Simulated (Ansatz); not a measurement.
# Ru: an axial (c/a) deformation path

Aim: for Ru, follow an axial (c/a) deformation at fixed volume.

Program: Ansatz 0.2.0. Level of theory: DFT PBEsol, scalar-relativistic, plane waves, PAW. These are calculated values, not measurements.

## 1. The starting structure

The structure is hexagonal, space group P6_3/mmc (No. 194). The conventional cell has a = 2.706 Å, b = 2.706 Å, c = 4.282 Å, α = 90.00°, β = 90.00°, γ = 120.00°. Around Ru (site symmetry -6m2) lie 12 Ru at 2.65 to 2.71 Å.

Structure file:

```
CELL_PARAMETERS angstrom
2.70580 0.00000 0.00000
-1.35290 2.34329 0.00000
0.00000 0.00000 4.28190
ATOMIC_POSITIONS crystal
Ru 0.33333 0.66667 0.25000
Ru 0.66667 0.33333 0.75000
```

The cell is taken as given, not relaxed at this level.

## 2. Setting up an axial (c/a) deformation path

At fixed volume and fractional coordinates, lengths along (0.000, 0.000, 1.000) are scaled against those across it; ρ is that ratio over its starting value.

## 3. ρ = 0.850

Contents of input.yaml:

```yaml
crystal:
  lattice:
    - [2.8564235852, 0.0, 0.0]
    - [-1.4282117926, 2.4737353888, 0.0]
    - [0.0, 0.0, 3.8422221469]
  atoms:
    - { symbol: Ru, position: [0.3333333333, 0.6666666667, 0.25] }
    - { symbol: Ru, position: [0.6666666667, 0.3333333333, 0.75] }
basis:
  ecutwfc: 420
kpoints:
  mp_grid: { grid: [24, 24, 12] }
hamiltonian:
  xc: pbesol
scf:
  occupations: { method: gaussian, width: 0.15 }
output:
  forces: true
  stress: true
  eigenvalues: true
```

Run with:

```console
ansatz run input.yaml --threads 1 --pin off --max-ram 2560MiB --backend cpu --events-out ev --progress --plain --runs-dir out
```

What it wrote (excerpt; [...] marks lines left out):

```text
Warning: RAYON_NUM_THREADS=1 ignored (pool sized by the plan → 1); use --threads N
[...]
Pseudopotentials: kind: paw
Pseudopotential: Ru, paw, valence charge 16, recommended cutoff 420 eV (normal), Ru.paw.azcp
Functional definition: PBEsol
[...]
Crystal: 2 atoms, lattice volume = 27.149 Å³
Basis set: ecut = 420 eV, 529 PW (Γ), exchange–correlation on 40×40×54 points (8 copies of the dense FFT grid, shifted against one another)
Bands: 20, of which v1, the nominal top of the filled ones, is band 16 counted from 1 (15 counted from 0)
Symmetry: 24 space group operations
Space group: P63/mmc (ITA 194), of the structure as read, at distance tolerance 3.0e-5 Å
k-points: 427 of 6912
[...]
SCF iter   1: F=—  HF=-11632.433279 eV  |F-HF|=—  |Δ(HF+E_count)|=         —  Δρ=1.48e-2  dr2=3.32e-2  ethr=1.77e-3  ⟨swp⟩=5.0  Hψ=33715  notcnv=0
[...]
SCF iter   6: F=-11632.425587 eV  HF=-11632.425587 eV  |F-HF|=1.90e-9  |Δ(HF+E_count)|=   1.03e-8  Δρ=5.01e-6  dr2=2.89e-9  ethr=1.01e-10  ⟨swp⟩=2.4  Hψ=31040  notcnv=0
[...]
SCF converged after 6 iterations
Free energy (F): -11632.425587 eV
[...]
E sigma→0 (E₀):  -11632.417192 eV
Entropy (-TS):   -0.016791 eV (-8.395 meV/atom)
Fermi energy:    23.472341 eV
[...]
--- Forces (eV/Å), atoms counted from 1 ---
  atom   1  Ru    -0.00000000    -0.00000000    -0.00000000
  atom   2  Ru     0.00000000     0.00000000     0.00000000
[...]
--- Stress (GPa, compression-positive) ---
      -15.063505       0.000000      -0.000000
        0.000000     -15.063505       0.000000
       -0.000000       0.000000      43.098805
  P = ⅓ Tr σ = 4.3239 GPa (43.239 kbar)
--- Band table (eV; the first three rows and the last of 427) ---
  k-point 0: bands = ["-49.6864", "-49.3318", "-20.4005", "-19.4333", "-19.4333", "-19.0672", "-19.0672", "-18.9002", "15.3730", "16.8727", "20.5578", "20.5578", "20.8203", "20.8203", "21.6547", "21.6547", "22.4595", "24.6237", "24.6237", "26.7533"]
[...]
```

Run time: 9.4 s. Hardware: 1 thread of Arm Neoverse V2, shared host; peak memory 0.43 GiB.

## 4. At ρ = 1.200

Changes to input.yaml since step 3:

```diff
@@ -2,5 +2,5 @@
   lattice:
-    - [2.8564235852, 0.0, 0.0]
-    - [-1.4282117926, 2.4737353888, 0.0]
-    - [0.0, 0.0, 3.8422221469]
+    - [2.5462546604, 0.0, 0.0]
+    - [-1.2731273302, 2.2051212204, 0.0]
+    - [0.0, 0.0, 4.8353066065]
   atoms:
```

Run with:

```console
ansatz run input.yaml --threads 1 --pin off --max-ram 2560MiB --backend cpu --events-out ev --progress --plain --runs-dir out
```

What it wrote (excerpt; [...] marks lines left out):

```text
[...]
SCF converged after 6 iterations
Free energy (F): -11632.136930 eV
[...]
E sigma→0 (E₀):  -11632.123906 eV
Entropy (-TS):   -0.026047 eV (-13.023 meV/atom)
Fermi energy:    23.410023 eV
[...]
--- Forces (eV/Å), atoms counted from 1 ---
  atom   1  Ru     0.00000000    -0.00000000     0.00000000
  atom   2  Ru     0.00000000     0.00000000    -0.00000000
[...]
--- Stress (GPa, compression-positive) ---
       30.440372       0.000000      -0.000000
        0.000000      30.440372      -0.000000
       -0.000000      -0.000000     -44.888825
  P = ⅓ Tr σ = 5.3306 GPa (53.306 kbar)
--- Band table (eV; the first three rows and the last of 427) ---
  k-point 0: bands = ["-49.6581", "-49.5662", "-19.9156", "-19.2080", "-18.9448", "-18.9448", "-18.8872", "-18.8872", "15.3626", "17.0822", "19.3386", "20.8620", "20.8620", "21.1862", "21.1862", "22.8245", "23.3859", "23.3859", "24.7397", "24.7397"]
[...]
```

Run time: 9.2 s. Hardware: 1 thread of Arm Neoverse V2, shared host; peak memory 0.44 GiB.

## 5. Point ρ = 0.920

Changes to input.yaml since step 4:

```diff
@@ -2,5 +2,5 @@
   lattice:
-    - [2.5462546604, 0.0, 0.0]
-    - [-1.2731273302, 2.2051212204, 0.0]
-    - [0.0, 0.0, 4.8353066065]
+    - [2.7820588323, 0.0, 0.0]
+    - [-1.3910294162, 2.4093336236, 0.0]
+    - [0.0, 0.0, 4.0503734917]
   atoms:
```

Run with:

```console
ansatz run input.yaml --threads 1 --pin off --max-ram 2560MiB --backend cpu --events-out ev --progress --plain --runs-dir out
```

What it wrote (excerpt; [...] marks lines left out):

```text
Warning: RAYON_NUM_THREADS=1 ignored (pool sized by the plan → 1); use --threads N
[...]
[... 3 set-up lines as earlier in the session ...]
[...]
Crystal: 2 atoms, lattice volume = 27.149 Å³
Basis set: ecut = 420 eV, 553 PW (Γ), exchange–correlation on 40×40×60 points (8 copies of the dense FFT grid, shifted against one another)
Bands: 20, of which v1, the nominal top of the filled ones, is band 16 counted from 1 (15 counted from 0)
[... 2 set-up lines as earlier in the session ...]
k-points: 427 of 6912
[...]
SCF iter   1: F=—  HF=-11632.853494 eV  |F-HF|=—  |Δ(HF+E_count)|=         —  Δρ=1.23e-2  dr2=2.55e-2  ethr=1.77e-3  ⟨swp⟩=5.0  Hψ=33289  notcnv=0
[...]
SCF iter   6: F=-11632.848086 eV  HF=-11632.848086 eV  |F-HF|=1.86e-9  |Δ(HF+E_count)|=   8.78e-9  Δρ=4.40e-6  dr2=2.77e-9  ethr=8.15e-11  ⟨swp⟩=2.7  Hψ=32074  notcnv=0
[...]
SCF converged after 6 iterations
Free energy (F): -11632.848086 eV
[...]
E sigma→0 (E₀):  -11632.839632 eV
Entropy (-TS):   -0.016906 eV (-8.453 meV/atom)
Fermi energy:    23.415719 eV
[...]
--- Forces (eV/Å), atoms counted from 1 ---
  atom   1  Ru     0.00000000     0.00000000     0.00000000
  atom   2  Ru    -0.00000000    -0.00000000     0.00000000
[...]
--- Stress (GPa, compression-positive) ---
      -14.210638       0.000000       0.000000
        0.000000     -14.210638       0.000000
        0.000000       0.000000      20.097052
  P = ⅓ Tr σ = -2.7747 GPa (-27.747 kbar)
--- Band table (eV; the first three rows and the last of 427) ---
  k-point 0: bands = ["-49.6938", "-49.4154", "-20.3126", "-19.3609", "-19.3609", "-19.1018", "-19.1018", "-18.9647", "15.3390", "17.0317", "20.6686", "20.6686", "21.3631", "21.3631", "21.5604", "21.5604", "21.7396", "24.5833", "24.5833", "25.6482"]
[...]
```

Run time: 9.5 s. Hardware: 1 thread of Arm Neoverse V2, shared host; peak memory 0.44 GiB.

## 6. At ρ = 1.100

Changes to input.yaml since step 5:

```diff
@@ -2,5 +2,5 @@
   lattice:
-    - [2.7820588323, 0.0, 0.0]
-    - [-1.3910294162, 2.4093336236, 0.0]
-    - [0.0, 0.0, 4.0503734917]
+    - [2.6211871116, 0.0, 0.0]
+    - [-1.3105935558, 2.2700146267, 0.0]
+    - [0.0, 0.0, 4.5628022176]
   atoms:
```

Run with:

```console
ansatz run input.yaml --threads 1 --pin off --max-ram 2560MiB --backend cpu --events-out ev --progress --plain --runs-dir out
```

What it wrote (excerpt; [...] marks lines left out):

```text
[...]
SCF converged after 6 iterations
Free energy (F): -11632.752061 eV
[...]
E sigma→0 (E₀):  -11632.743891 eV
Entropy (-TS):   -0.016340 eV (-8.170 meV/atom)
Fermi energy:    23.395063 eV
[...]
--- Forces (eV/Å), atoms counted from 1 ---
  atom   1  Ru     0.00000000     0.00000000     0.00000000
  atom   2  Ru    -0.00000000    -0.00000000    -0.00000000
[...]
--- Stress (GPa, compression-positive) ---
       11.489553      -0.000000      -0.000000
       -0.000000      11.489553      -0.000000
       -0.000000      -0.000000     -34.209177
  P = ⅓ Tr σ = -3.7434 GPa (-37.434 kbar)
--- Band table (eV; the first three rows and the last of 427) ---
  k-point 0: bands = ["-49.6699", "-49.5307", "-20.0494", "-19.1324", "-19.1078", "-19.1078", "-19.0076", "-19.0076", "15.3266", "17.1591", "20.0721", "20.8452", "20.8452", "21.3239", "21.3239", "22.7265", "22.7265", "23.5995", "24.6267", "24.6267"]
[...]
```

Wall time 9 s (1 thread of Arm Neoverse V2, shared host); peak memory 0.43 GiB.

## 7. At ρ = 0.960

Changes to input.yaml since step 6:

```diff
@@ -2,5 +2,5 @@
   lattice:
-    - [2.6211871116, 0.0, 0.0]
-    - [-1.3105935558, 2.2700146267, 0.0]
-    - [0.0, 0.0, 4.5628022176]
+    - [2.742869685, 0.0, 0.0]
+    - [-1.3714348425, 2.3753948265, 0.0]
+    - [0.0, 0.0, 4.166940916]
   atoms:
```

Run with:

```console
ansatz run input.yaml --threads 1 --pin off --max-ram 2560MiB --backend cpu --events-out ev --progress --plain --runs-dir out
```

What it wrote (excerpt; [...] marks lines left out):

```text
Warning: RAYON_NUM_THREADS=1 ignored (pool sized by the plan → 1); use --threads N
[...]
[... 3 set-up lines as earlier in the session ...]
[...]
Crystal: 2 atoms, lattice volume = 27.149 Å³
Basis set: ecut = 420 eV, 535 PW (Γ), exchange–correlation on 40×40×60 points (8 copies of the dense FFT grid, shifted against one another)
Bands: 20, of which v1, the nominal top of the filled ones, is band 16 counted from 1 (15 counted from 0)
[... 2 set-up lines as earlier in the session ...]
k-points: 427 of 6912
[...]
SCF iter   1: F=—  HF=-11632.976292 eV  |F-HF|=—  |Δ(HF+E_count)|=         —  Δρ=1.13e-2  dr2=2.20e-2  ethr=1.77e-3  ⟨swp⟩=5.0  Hψ=33134  notcnv=0
[...]
SCF iter   6: F=-11632.971809 eV  HF=-11632.971809 eV  |F-HF|=1.17e-9  |Δ(HF+E_count)|=   7.11e-9  Δρ=3.42e-6  dr2=1.72e-9  ethr=8.41e-11  ⟨swp⟩=2.7  Hψ=29621  notcnv=0
[...]
SCF converged after 6 iterations
Free energy (F): -11632.971809 eV
[...]
E sigma→0 (E₀):  -11632.962863 eV
Entropy (-TS):   -0.017893 eV (-8.946 meV/atom)
Fermi energy:    23.400326 eV
[...]
--- Forces (eV/Å), atoms counted from 1 ---
  atom   1  Ru     0.00000000     0.00000000     0.00000000
  atom   2  Ru     0.00000000    -0.00000000     0.00000000
[...]
--- Stress (GPa, compression-positive) ---
      -10.731478       0.000000       0.000000
       -0.000000     -10.731478       0.000000
        0.000000       0.000000       5.943132
  P = ⅓ Tr σ = -5.1733 GPa (-51.733 kbar)
--- Band table (eV; the first three rows and the last of 427) ---
  k-point 0: bands = ["-49.6914", "-49.4508", "-20.2566", "-19.3105", "-19.3105", "-19.0994", "-19.0994", "-19.0044", "15.3269", "17.0952", "20.7241", "20.7241", "21.3354", "21.5089", "21.5089", "21.6777", "21.6777", "24.5742", "24.5742", "25.1034"]
[...]
```

Wall time 8.3 s (1 thread of Arm Neoverse V2, shared host); peak memory 0.43 GiB.

## 8. At ρ = 1.050

Changes to input.yaml since step 7:

```diff
@@ -2,5 +2,5 @@
   lattice:
-    - [2.742869685, 0.0, 0.0]
-    - [-1.3714348425, 2.3753948265, 0.0]
-    - [0.0, 0.0, 4.166940916]
+    - [2.6621497766, 0.0, 0.0]
+    - [-1.3310748883, 2.3054893352, 0.0]
+    - [0.0, 0.0, 4.4234662687]
   atoms:
```

Run with:

```console
ansatz run input.yaml --threads 1 --pin off --max-ram 2560MiB --backend cpu --events-out ev --progress --plain --runs-dir out
```

What it wrote (excerpt; [...] marks lines left out):

```text
[...]
SCF converged after 6 iterations
Free energy (F): -11632.935289 eV
[...]
E sigma→0 (E₀):  -11632.925930 eV
Entropy (-TS):   -0.018718 eV (-9.359 meV/atom)
Fermi energy:    23.390559 eV
[...]
--- Forces (eV/Å), atoms counted from 1 ---
  atom   1  Ru     0.00000000     0.00000000     0.00000000
  atom   2  Ru     0.00000000    -0.00000000     0.00000000
[...]
--- Stress (GPa, compression-positive) ---
        2.114425      -0.000000      -0.000000
        0.000000       2.114425       0.000000
       -0.000000       0.000000     -21.957136
  P = ⅓ Tr σ = -5.9094 GPa (-59.094 kbar)
--- Band table (eV; the first three rows and the last of 427) ---
  k-point 0: bands = ["-49.6775", "-49.5074", "-20.1207", "-19.1842", "-19.1842", "-19.0874", "-19.0528", "-19.0528", "15.3193", "17.1636", "20.4932", "20.8153", "20.8153", "21.3908", "21.3908", "22.3671", "22.3671", "24.0731", "24.5939", "24.5939"]
[...]
```

It took 7.7 s on 1 thread of Arm Neoverse V2, shared host; peak memory 0.44 GiB.

## 9. ρ = 0.800

Changes to input.yaml since step 8:

```diff
@@ -2,5 +2,5 @@
   lattice:
-    - [2.6621497766, 0.0, 0.0]
-    - [-1.3310748883, 2.3054893352, 0.0]
-    - [0.0, 0.0, 4.4234662687]
+    - [2.914733975, 0.0, 0.0]
+    - [-1.4573669875, 2.5242336676, 0.0]
+    - [0.0, 0.0, 3.6900295597]
   atoms:
```

Run with:

```console
ansatz run input.yaml --threads 1 --pin off --max-ram 2560MiB --backend cpu --events-out ev --progress --plain --runs-dir out
```

What it wrote (excerpt; [...] marks lines left out):

```text
Warning: RAYON_NUM_THREADS=1 ignored (pool sized by the plan → 1); use --threads N
[...]
[... 3 set-up lines as earlier in the session ...]
[...]
Crystal: 2 atoms, lattice volume = 27.149 Å³
Basis set: ecut = 420 eV, 517 PW (Γ), exchange–correlation on 40×40×50 points (8 copies of the dense FFT grid, shifted against one another)
Bands: 20, of which v1, the nominal top of the filled ones, is band 16 counted from 1 (15 counted from 0)
[... 2 set-up lines as earlier in the session ...]
k-points: 427 of 6912
[...]
SCF iter   1: F=—  HF=-11632.001036 eV  |F-HF|=—  |Δ(HF+E_count)|=         —  Δρ=1.69e-2  dr2=3.77e-2  ethr=1.77e-3  ⟨swp⟩=5.0  Hψ=33757  notcnv=0
[...]
SCF iter   6: F=-11631.992004 eV  HF=-11631.992004 eV  |F-HF|=5.18e-9  |Δ(HF+E_count)|=   1.08e-8  Δρ=6.07e-6  dr2=6.65e-9  ethr=1.50e-10  ⟨swp⟩=2.4  Hψ=33220  notcnv=0
[...]
SCF converged after 6 iterations
Free energy (F): -11631.992004 eV
[...]
E sigma→0 (E₀):  -11631.983246 eV
Entropy (-TS):   -0.017517 eV (-8.758 meV/atom)
Fermi energy:    23.526502 eV
[...]
--- Forces (eV/Å), atoms counted from 1 ---
  atom   1  Ru    -0.00000000    -0.00000000     0.00000000
  atom   2  Ru     0.00000000     0.00000000     0.00000000
[...]
--- Stress (GPa, compression-positive) ---
      -11.238218       0.000000       0.000000
       -0.000000     -11.238218       0.000000
        0.000000       0.000000      56.164593
  P = ⅓ Tr σ = 11.2294 GPa (112.294 kbar)
--- Band table (eV; the first three rows and the last of 427) ---
  k-point 0: bands = ["-49.6625", "-49.2468", "-20.4313", "-19.4707", "-19.4707", "-19.0077", "-19.0077", "-18.8446", "15.4061", "16.7343", "20.4672", "20.4672", "20.4708", "20.4708", "21.7239", "21.7239", "22.9587", "24.6784", "24.6784", "27.6832"]
[...]
```

Run time: 8.8 s. Hardware: 1 thread of Arm Neoverse V2, shared host; peak memory 0.44 GiB.

## 10. At ρ = 1.300

Changes to input.yaml since step 9:

```diff
@@ -2,5 +2,5 @@
   lattice:
-    - [2.914733975, 0.0, 0.0]
-    - [-1.4573669875, 2.5242336676, 0.0]
-    - [0.0, 0.0, 3.6900295597]
+    - [2.479216583, 0.0, 0.0]
+    - [-1.2396082915, 2.1470645423, 0.0]
+    - [0.0, 0.0, 5.1003356228]
   atoms:
```

Run with:

```console
ansatz run input.yaml --threads 1 --pin off --max-ram 2560MiB --backend cpu --events-out ev --progress --plain --runs-dir out
```

What it wrote (excerpt; [...] marks lines left out):

```text
Warning: RAYON_NUM_THREADS=1 ignored (pool sized by the plan → 1); use --threads N
[...]
[... 3 set-up lines as earlier in the session ...]
[...]
Crystal: 2 atoms, lattice volume = 27.149 Å³
Basis set: ecut = 420 eV, 515 PW (Γ), exchange–correlation on 36×36×72 points (8 copies of the dense FFT grid, shifted against one another)
Bands: 20, of which v1, the nominal top of the filled ones, is band 16 counted from 1 (15 counted from 0)
[... 2 set-up lines as earlier in the session ...]
k-points: 427 of 6912
[...]
SCF iter   1: F=—  HF=-11631.388062 eV  |F-HF|=—  |Δ(HF+E_count)|=         —  Δρ=1.37e-2  dr2=3.56e-2  ethr=1.77e-3  ⟨swp⟩=5.0  Hψ=33547  notcnv=0
[...]
SCF iter   6: F=-11631.377157 eV  HF=-11631.377157 eV  |F-HF|=3.24e-9  |Δ(HF+E_count)|=   3.26e-8  Δρ=5.17e-6  dr2=4.62e-9  ethr=2.72e-10  ⟨swp⟩=3.1  Hψ=34175  notcnv=0
[...]
SCF converged after 6 iterations
Free energy (F): -11631.377157 eV
[...]
E sigma→0 (E₀):  -11631.363095 eV
Entropy (-TS):   -0.028125 eV (-14.062 meV/atom)
Fermi energy:    23.457879 eV
[...]
--- Forces (eV/Å), atoms counted from 1 ---
  atom   1  Ru    -0.00000000     0.00000000     0.00000000
  atom   2  Ru     0.00000000    -0.00000000     0.00000000
[...]
--- Stress (GPa, compression-positive) ---
       49.719200       0.000000       0.000000
        0.000000      49.719200       0.000000
        0.000000       0.000000     -43.715317
  P = ⅓ Tr σ = 18.5744 GPa (185.744 kbar)
--- Band table (eV; the first three rows and the last of 427) ---
  k-point 0: bands = ["-49.6718", "-49.6119", "-19.8217", "-19.2871", "-18.7788", "-18.7788", "-18.7460", "-18.7460", "15.4218", "16.9448", "18.7278", "20.8289", "20.8289", "21.0434", "21.0434", "22.2293", "23.9525", "23.9525", "24.8940", "24.8940"]
[...]
```

Wall time 8.5 s (1 thread of Arm Neoverse V2, shared host); peak memory 0.43 GiB.

## 11. All points together

All points in order; energies are free energies above the reference cell:

| ρ | ΔE (meV/atom) | pressure (GPa) | space group |
| --- | --- | --- | --- |
| 0.800 | 507.2 | 11.2 | P6_3/mmc |
| 0.850 | 290.4 | 4.3 | P6_3/mmc |
| 0.920 | 79.2 | -2.8 | P6_3/mmc |
| 0.960 | 17.3 | -5.2 | P6_3/mmc |
| 1.000 | 0.0 | -6.3 | P6_3/mmc |
| 1.050 | 35.6 | -5.9 | P6_3/mmc |
| 1.100 | 127.2 | -3.7 | P6_3/mmc |
| 1.200 | 434.8 | 5.3 | P6_3/mmc |
| 1.300 | 814.7 | 18.6 | P6_3/mmc |

## 12. Results

| quantity | value |
| --- | --- |
| highest point | 814.7 meV/atom at ρ = 1.300 |

In words: No sampled point lies below the undisturbed cell. No further minimum shows among the sampled points.
